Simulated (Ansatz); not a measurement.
**CH5ISn: one species, many methods**

An exercise on one series of results from a longer session: the logs are not shown, and one member is left open.

Method: functionals in def2-TZVPP, the program's frozen cores in correlated methods; program: Ansatz 0.2.0, Gaussian basis.

The runs, in order: LDA (SPW92), PBE-D4, revPBE-D4, BLYP-D4, r2SCAN-D4, B97M-V, PBE0-D4, B3LYP-D4, r2SCANh-D4, r2SCAN0-D4, HSE06-D4, BHLYP-D4, CAM-B3LYP-D4, LC-ωPBE, ωB97X-V, ωB97M-V, B2PLYP, PBE-QIDH; CCSD(T)/def2-SVP; CCSD(T)/def2-TZVPP; MP2/def2-QZVPP; extrapolation to the limit; RPA on PBE.

## Structure used throughout

All runs share one geometry, relaxed beforehand with PBE0-D4 in a triple-zeta def2 set. Sn, I take the def2 core potential; no spin-orbit term is included.

SMILES `[CH3][SnH2][I]`, 8 atoms, charge 0, spin multiplicity 1.

Atoms are counted from 1 here; the program's logs count them from 0.

Bond lengths: C1–Sn2 2.131 Å, C1–H4 1.089 Å, C1–H5 1.091 Å, C1–H6 1.089 Å, Sn2–I3 2.694 Å, Sn2–H7 1.706 Å, Sn2–H8 1.706 Å. Angles: Sn2–C1–H4 109.3°, Sn2–C1–H5 109.9°, Sn2–C1–H6 109.3°, H4–C1–H5 109.5°, H4–C1–H6 109.4°, H5–C1–H6 109.5°, C1–Sn2–I3 106.8°, C1–Sn2–H7 112.9°, C1–Sn2–H8 112.9°, I3–Sn2–H7 106.4°, I3–Sn2–H8 106.4°, H7–Sn2–H8 111.1°.

Coordinates:

```xyz
8

C    -0.8963    0.7312   -0.2781
Sn    0.5543   -0.7747    0.1315
I     2.7621    0.4917    1.0132
H    -0.5051    1.4118   -1.0332
H    -1.8151    0.2708   -0.6438
H    -1.1062    1.2867    0.6350
H     0.0765   -1.8333    1.3811
H     1.0218   -1.6414   -1.2615
```

The first run:

in.yaml

```yaml
crystal:
  periodic: [false, false, false]
  atoms:
    - {symbol: C, position_ang: [-0.896273, 0.731173, -0.278108]}
    - {symbol: Sn, position_ang: [0.554345, -0.774689, 0.131545]}
    - {symbol: I, position_ang: [2.762127, 0.491744, 1.013216]}
    - {symbol: H, position_ang: [-0.505062, 1.411820, -1.033176]}
    - {symbol: H, position_ang: [-1.815058, 0.270768, -0.643760]}
    - {symbol: H, position_ang: [-1.106237, 1.286744, 0.634970]}
    - {symbol: H, position_ang: [0.076501, -1.833300, 1.381050]}
    - {symbol: H, position_ang: [1.021756, -1.641360, -1.261537]}
basis:
  gaussian: {orbitals: def2-TZVPP}
hamiltonian: {xc: lda}
output: {orbitals: {seedname: orbitals}}
```

Command:

```
$ ansatz run in.yaml --threads 4 --pin off --events-out ev --progress --plain --max-ram 10444MiB
```

Among the steps run: LDA; PBE-D4 (GGA); revPBE-D4 (GGA); BLYP-D4 (GGA); r2SCAN-D4 (meta-GGA); B97M-V (meta-GGA); PBE0-D4 (hybrid); B3LYP-D4 (hybrid); r2SCANh-D4 (hybrid); r2SCAN0-D4 (hybrid); HSE06-D4 (hybrid); BHLYP-D4 (hybrid); CAM-B3LYP-D4 (range-separated); LC-ωPBE (range-separated); ωB97X-V (range-separated); ωB97M-V (range-separated); B2PLYP (double hybrid); PBE-QIDH (double hybrid).

One table of the session follows, with a row left open; its other results are not shown here.

It belongs to the step «Frontier levels by functional». 

| functional | HOMO (eV) | gap (eV) |
| --- | --- | --- |
| LDA (SPW92) | -6.38 | 4.27 |
| PBE-D4 | -6.25 | 4.39 |
| revPBE-D4 | -6.20 | 4.43 |
| BLYP-D4 | -6.07 | 4.27 |
| r2SCAN-D4 | -6.53 | 4.93 |
| B97M-V | -6.56 | 5.01 |
| PBE0-D4 | -7.36 | 6.32 |
| B3LYP-D4 | -7.12 | 5.81 |
| r2SCANh-D4 | -6.94 | 5.62 |
| r2SCAN0-D4 | ? | ? |
| HSE06-D4 | -6.97 | 5.56 |
| BHLYP-D4 | -8.31 | 8.09 |
| CAM-B3LYP-D4 | -8.60 | 8.46 |
| LC-ωPBE | -9.94 | 10.93 |
| ωB97X-V | -9.61 | 10.48 |
| ωB97M-V | -9.48 | 10.14 |

Q: Estimate the row for r2SCAN0-D4 from the others.

Worked estimate for «HOMO (eV)». Against the share of exact exchange, r2SCAN-D4 (0, -6.53), r2SCANh-D4 (0.1, -6.94) give a slope of -4.10 per unit share; at 0.25 the line stands at -7.55.

The run gave: HOMO (eV): -7.55; gap (eV): 6.65. In «HOMO (eV)» the line misses by 0.00.
